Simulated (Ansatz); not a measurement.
# LaTe: response to strain

LaTe is deformed so: zz strain of +1 %. What stress and forces result, by LAPW, PAW and all-electron datasets made for the crystal?

Computed with Ansatz 0.2.0 (DFT LDA, scalar-relativistic, unless a step's input says otherwise).

## (1) The system as given

The structure is cubic, space group Fm-3m (No. 225). Conventional cell: a = 6.422 Å, b = 6.422 Å, c = 6.422 Å, α = 90.00°, β = 90.00°, γ = 90.00°. Around La (site symmetry m-3m) lie 6 Te at 3.21 Å. Te (site symmetry m-3m) is surrounded by 6 La at 3.21 Å.

Structure file:

```xyz
2
Lattice="0.0000 3.2110 3.2110 3.2110 0.0000 3.2110 3.2110 3.2110 0.0000" Properties=species:S:1:pos:R:3 pbc="T T T"
La    0.0000    0.0000    0.0000
Te    3.2110    3.2110    3.2110
```

Atoms are numbered in the order of the input: La1, Te2.

## (2) After the deformation

Space group Fm-3m before, I4/mmm after.

## (3) Full-potential LAPW

Input file input.yaml:

```yaml
crystal:
  lattice:
    - [0.0, 3.211, 3.24311]
    - [3.211, 0.0, 3.24311]
    - [3.211, 3.211, 0.0]
  atoms:
    - { symbol: La, position: [0.0, 0.0, 0.0] }
    - { symbol: Te, position: [0.5, 0.5, 0.5] }
kpoints:
  mp_grid: { grid: [10, 10, 10] }
  band_path:
    path:
      - [0.0, 0.0, 0.0]
      - [0.0, 0.5, 0.5]
      - [0.25, 0.75, 0.5]
      - [0.0, 0.5, 0.0]
      - [0.0, 0.0, 0.0]
      - [0.5, 0.5, 0.0]
      - [0.3725370062, 0.6274629938, 0.0]
      - [-0.3725370062, 0.3725370062, 0.0]
      - [0.0, 0.0, 0.0]
    npoints: 5
scf:
  occupations: { method: fermi_dirac, width: 0.08 }
hamiltonian:
  xc: lda
  pseudopotentials: { kind: all_electron, lapw: { basis_error: 0.001 } }
output:
  forces: true
  stress: true
  eigenvalues: true
```

Started as:

```bash
ansatz run input.yaml --threads 1 --pin off --max-ram 3072MiB --backend cpu --events-out ev --progress --plain --runs-dir out
```

## (4) Frozen-core PAW

Input file input.yaml:

```yaml
crystal:
  lattice:
    - [0.0, 3.211, 3.24311]
    - [3.211, 0.0, 3.24311]
    - [3.211, 3.211, 0.0]
  atoms:
    - { symbol: La, position: [0.0, 0.0, 0.0] }
    - { symbol: Te, position: [0.5, 0.5, 0.5] }
kpoints:
  mp_grid: { grid: [10, 10, 10] }
scf:
  occupations: { method: fermi_dirac, width: 0.08 }
hamiltonian:
  xc: lda
  pseudopotentials: { kind: paw }
output:
  forces: true
  stress: true
  eigenvalues: true
  efg: { contact_densities: true }
```

## (5) All-electron PAW on datasets made for the crystal

Changes to input.yaml since step 4:

```diff
@@ -14,3 +14,3 @@
   xc: lda
-  pseudopotentials: { kind: paw }
+  pseudopotentials: { kind: all_electron, datasets: crystal }
 output:
```

(Steps that only read results are left out.)

Before running it: what results should come out? Wanted: pressure; largest shear or deviatoric stress.

The runs gave:

```
                                 quantity                                              value
                                 pressure  LAPW -2.66, PAW -2.69, crystal datasets -2.67 GPa
largest shear or deviatoric stress (LAPW)                                           0.82 GPa
```

What this shows: The largest part of the stress beyond the pressure is 0.82 GPa in size, in the zz component; the atoms are carried along and not relaxed. No run of the undeformed cell stands beside it, so the pressure holds what the given cell had before the change. PAW: stress within 0.03 GPa of LAPW. Crystal datasets: stress within 0.01 GPa of LAPW. Spin-orbit coupling is left out, though the cell holds La; in elements this heavy it can shift bands and gaps by tenths of an eV.
